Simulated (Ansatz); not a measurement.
The system is Pt3W.

```xyz
4
Lattice="-1.9479 1.9479 4.0183 1.9479 -1.9479 4.0183 1.9479 1.9479 -4.0183" Properties=species:S:1:pos:R:3 pbc="T T T"
Pt    0.0000    0.0000    4.0183
Pt    1.9479    0.0000    2.0092
Pt    0.0000    1.9479    2.0092
W     0.0000    0.0000    0.0000
```

The cell comes from a database or a generator and needn't be the stable form of this composition.

Base run:

- Program: Ansatz 0.2.0
- Functional: PBEsol
- Potentials or basis: all-electron LAPW, scalar-relativistic
- Cutoff: 257 eV (chosen from the basis error)
- Basis error allowed: 0.002 eV/atom
- k mesh: 10 × 10 × 10
- Occupations: fermi-dirac, width 0.05 eV
- Spin: no spin polarisation

Its results: pressure -5.1 GPa.

**Question.** The run is repeated on the same cell with these changes: functional from PBEsol to LDA. What comes out?

**Answer.** Pressure -10.5 GPa.

LDA binds more tightly than PBEsol, so the same cell stands under less pressure.
